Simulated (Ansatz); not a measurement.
## AlH6O3P, SMILES [OH][Al-]([OH])([OH])[PH3+]: vertical spin-state energies, step by step

Program: the Python package of Ansatz (0.2.0).

At the Python prompt:
```pycon
>>> import ansatz as az
>>> from ase import Atoms
>>> atoms = Atoms(["O", "Al", "O", "O", "P", "H", "H", "H", "H", "H", "H"], positions=[
...     [-1.3377, 0.6662, 1.5684],
...     [-0.1054, -0.2803, 0.6961],
...     [1.3344, -0.4463, 1.769],
...     [-0.6952, -1.9302, 0.3015],
...     [0.5037, 0.7701, -1.258],
...     [-2.1043, 0.8397, 0.8827],
...     [2.0613, -0.9193, 1.2293],
...     [-1.4606, -1.7524, -0.3484],
...     [-0.125, 2.0512, -1.2608],
...     [1.901, 0.9492, -1.2399],
...     [0.0933, -0.005, -2.3193],
... ])
>>> system = az.Crystal.molecule_from_ase(atoms)
>>> calculation = system.calculation()
>>> calculation = calculation.basis(gaussian="def2-TZVP").functional("r2scan0")
>>> found = {}
>>> for unpaired in [0, 2]:
...     summary = calculation.spin("collinear", total=unpaired).run(threads=1, backend="cpu").report
...     s = unpaired / 2
...     found[unpaired] = summary["free_energy_ev"]
...     print(f"2S+1 = {unpaired + 1}: E = {found[unpaired]:.5f} eV, <S^2> = {abs(summary['mean_field']['state']['spin_squared']):.3f} (pure state {s * (s + 1):.2f})")
...
2S+1 = 1: E = -22125.29560 eV, <S^2> = 0.000 (pure state 0.00)
2S+1 = 3: E = -22120.16777 eV, <S^2> = 2.020 (pure state 2.00)
>>> lowest = min(found, key=found.get)
>>> for unpaired, e in found.items():
...     print(f"multiplicity {unpaired + 1}: {(e - found[lowest]):.3f} eV above the lowest")
...
multiplicity 1: 0.000 eV above the lowest
multiplicity 3: 5.128 eV above the lowest
```

In order: multiplicity 1 (+0.00 eV) and multiplicity 3 (+5.13 eV), all at the one geometry.

Reading the output:
- Total energies depend on the basis set; only differences at equal settings carry meaning.
- The geometry is a force-field or estimated start, not a minimum of this method, and the basis set is short of its limit. All parts are taken at fixed geometry, without zero-point energy.
- Hardware and time: 4.4 min on 1 thread of Arm Neoverse N1 (shared host), peak memory 1.1 GiB.
